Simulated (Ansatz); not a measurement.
**CrFH₂NO₂: up Jacob's ladder to CCSD(T)**

An exercise on one series of results from a longer session: the logs are not shown, and one member is left open.

Method: functionals in def2-TZVPP, the program's frozen cores in correlated methods; program: Ansatz 0.2.0, Gaussian basis.

Levels to be run: LDA (SPW92), PBE-D4, revPBE-D4, BLYP-D4, r2SCAN-D4, B97M-V, PBE0-D4, B3LYP-D4, r2SCANh-D4, r2SCAN0-D4, HSE06-D4, BHLYP-D4, CAM-B3LYP-D4, LC-ωPBE, ωB97X-V, ωB97M-V, B2PLYP, PBE-QIDH; CCSD(T)/def2-SVP; CCSD(T)/def2-TZVPP; CCSD(T)/def2-QZVPP; extrapolation to the limit; RPA on PBE.

### The geometry

An earlier PBE0-D4 in a triple-zeta def2 set relaxation fixed the geometry.

SMILES `[NH2][Cr](=[O])(=[O])[F]`, 7 atoms, charge 0, spin multiplicity 1.

Atoms are counted from 1 here; the program's logs count them from 0.

Bond lengths: N1–Cr2 1.775 Å, N1–H6 1.010 Å, N1–H7 1.010 Å, Cr2–O3 1.544 Å, Cr2–O4 1.544 Å, Cr2–F5 1.722 Å. Angles: Cr2–N1–H6 122.1°, Cr2–N1–H7 122.1°, H6–N1–H7 113.5°, N1–Cr2–O3 107.7°, N1–Cr2–O4 107.7°, N1–Cr2–F5 109.7°, O3–Cr2–O4 111.9°, O3–Cr2–F5 109.9°, O4–Cr2–F5 109.9°.

The first run:

Input file in.yaml:

```yaml
crystal:
  periodic: [false, false, false]
  atoms:
    - {symbol: N, position_ang: [-0.833409, 0.663528, 0.164180]}
    - {symbol: Cr, position_ang: [0.548517, -0.412712, -0.121474]}
    - {symbol: O, position_ang: [1.254352, -0.639761, 1.233376]}
    - {symbol: O, position_ang: [0.002664, -1.729561, -0.715882]}
    - {symbol: F, position_ang: [1.637608, 0.324336, -1.232879]}
    - {symbol: H, position_ang: [-0.892021, 1.256561, 0.979258]}
    - {symbol: H, position_ang: [-1.717722, 0.537619, -0.306579]}
basis:
  gaussian: {orbitals: def2-TZVPP}
hamiltonian: {xc: lda}
output: {orbitals: {seedname: orbitals}}
```

The run is started by

```bash
$ ansatz run in.yaml --threads 2 --pin off --events-out ev --progress --plain --max-ram 22528MiB --backend cpu
```

Among the steps run: LDA; PBE-D4 (GGA); revPBE-D4 (GGA); BLYP-D4 (GGA); r2SCAN-D4 (meta-GGA); B97M-V (meta-GGA); B3LYP-D4 (hybrid); r2SCANh-D4 (hybrid); r2SCAN0-D4 (hybrid); HSE06-D4 (hybrid); BHLYP-D4 (hybrid); CAM-B3LYP-D4 (range-separated); LC-ωPBE (range-separated); ωB97X-V (range-separated); ωB97M-V (range-separated); B2PLYP (double hybrid); PBE-QIDH (double hybrid).

One table of the session follows, with a row left open; its other results are not shown here.

It belongs to the step «Frontier levels by functional». 

```
  functional  HOMO (eV)  LUMO (eV)  gap (eV)
 LDA (SPW92)      -7.90      -4.69      3.21
      PBE-D4      -7.65      -4.43      3.23
   revPBE-D4      -7.56      -4.33      3.23
     BLYP-D4      -7.56      -4.38      3.18
   r2SCAN-D4      -7.99      -4.54      3.44
      B97M-V      -8.04      -4.57      3.47
     PBE0-D4      -9.09      -3.75      5.34
    B3LYP-D4      -8.87      -4.02      4.86
  r2SCANh-D4      -8.52      -4.27      4.26
  r2SCAN0-D4      -9.33      -3.83      5.50
    HSE06-D4      -8.69      -4.13      4.55
    BHLYP-D4     -10.46      -2.93      7.53
CAM-B3LYP-D4     -10.51      -2.71      7.80
     LC-ωPBE     -11.80      -1.51     10.28
     ωB97X-V          ?          ?         ?
     ωB97M-V     -11.37      -1.54      9.83
```

Q: Estimate the row for ωB97X-V from the others.

**Answer.** HOMO (eV): -11.44; LUMO (eV): -1.55; gap (eV): 9.89. In the column «HOMO (eV)» it lies between LC-ωPBE (-11.80) and ωB97M-V (-11.37).
